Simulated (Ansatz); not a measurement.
# GeAsH₅ (singlet): the correlation ladder at a displaced geometry (v1), cc-pVDZ

An exercise on one series of results from a longer session: the logs are not shown, and one member is left open.

The runs use Ansatz 0.2.0, Gaussian basis; cc-pVDZ, core rule «outside noble gas», up to 28 orbitals frozen.

Plan: UHF; CCSD(T) on RHF; BCCD(T) on RHF; CISD; CCSDT(Q) on RHF; CASSCF and MRCISD+Q, 8 electrons in 8 orbitals; CASSCF and NEVPT2, 8 electrons in 8 orbitals.

8 further runs of the same task are left out: 2 that didn't finish, 6 set aside as unsound or not needed. Runs told in other sessions of the task aren't counted.

**The geometry**

The geometry is a PBE0/def2-TZVP stationary point (not a proven minimum) with its atoms shifted at random (size 0.040 Å). No spin-orbit coupling is included. The filled d shell of Ge, As may be among the frozen orbitals whatever the setting's name suggests.

7 atoms, charge 0, spin multiplicity 1.

Atoms are counted from 1 here; the program's logs count them from 0.

Bond lengths: Ge1–As2 2.438 Å, Ge1–H3 1.510 Å, Ge1–H4 1.488 Å, Ge1–H5 1.604 Å, As2–H6 1.548 Å, As2–H7 1.562 Å. Angles: As2–Ge1–H3 106.1°, As2–Ge1–H4 108.4°, As2–Ge1–H5 109.2°, H3–Ge1–H4 109.0°, H3–Ge1–H5 113.9°, H4–Ge1–H5 110.0°, Ge1–As2–H6 93.6°, Ge1–As2–H7 92.8°, H6–As2–H7 92.9°.

Set-up of the first run:

File in.yaml:

```yaml
crystal:
  periodic: [false, false, false]
  atoms:
    - {symbol: Ge, position_ang: [-0.017601, 0.007604, 1.220853]}
    - {symbol: As, position_ang: [0.045954, -0.008585, -1.216172]}
    - {symbol: H, position_ang: [0.775426, -1.196345, 1.669183]}
    - {symbol: H, position_ang: [0.661395, 1.241708, 1.699157]}
    - {symbol: H, position_ang: [-1.546042, -0.002287, 1.708161]}
    - {symbol: H, position_ang: [-1.042597, -1.103133, -1.334080]}
    - {symbol: H, position_ang: [-0.995569, 1.150173, -1.326873]}
basis:
  gaussian: {orbitals: cc-pVDZ}
magnetization: {spin_polarized: true, initial_magnetization: 0}
hamiltonian: {xc: hf}
output: {orbitals: {seedname: orbitals}}
```

Command:

```console
$ ansatz run in.yaml --threads 1 --pin off --events-out ev --progress --plain --max-ram 2393MiB
```

Among the steps run: UHF; CCSD(T) on RHF; BCCD(T) on RHF; CISD; CCSDT(Q) on RHF; CASSCF and MRCISD+Q, 8 electrons in 8 orbitals; CASSCF and NEVPT2, 8 electrons in 8 orbitals.

One table of the session follows, with a row left open; its other results are not shown here.

```
         method  from RCCSDT(Q) (kJ/mol)
            RHF                   +714.0
           RMP2                   +142.1
           CISD                        ?
          RCCSD                    +21.3
       RCCSD(T)                     +3.7
        BCCD(T)                     +3.6
         RCCSDT                     +0.9
      RCCSDT(Q)                        0
CASSCF frontier                   +555.4
NEVPT2 frontier                   +127.5
```

Estimate the missing values for CISD.

As computed: from RCCSDT(Q) (kJ/mol): +90.2. In the column «from RCCSDT(Q) (kJ/mol)» it lies between RCCSD (+21.3) and NEVPT2 frontier (+127.5).

Not comparable, so not listed: CASSCF and MRCISD+Q, 8 electrons in 8 orbitals (they don't share determinant, frozen orbitals or solution with the rows shown, or repeat one).

To keep in mind: Warnings in the runs' records: passed over end.
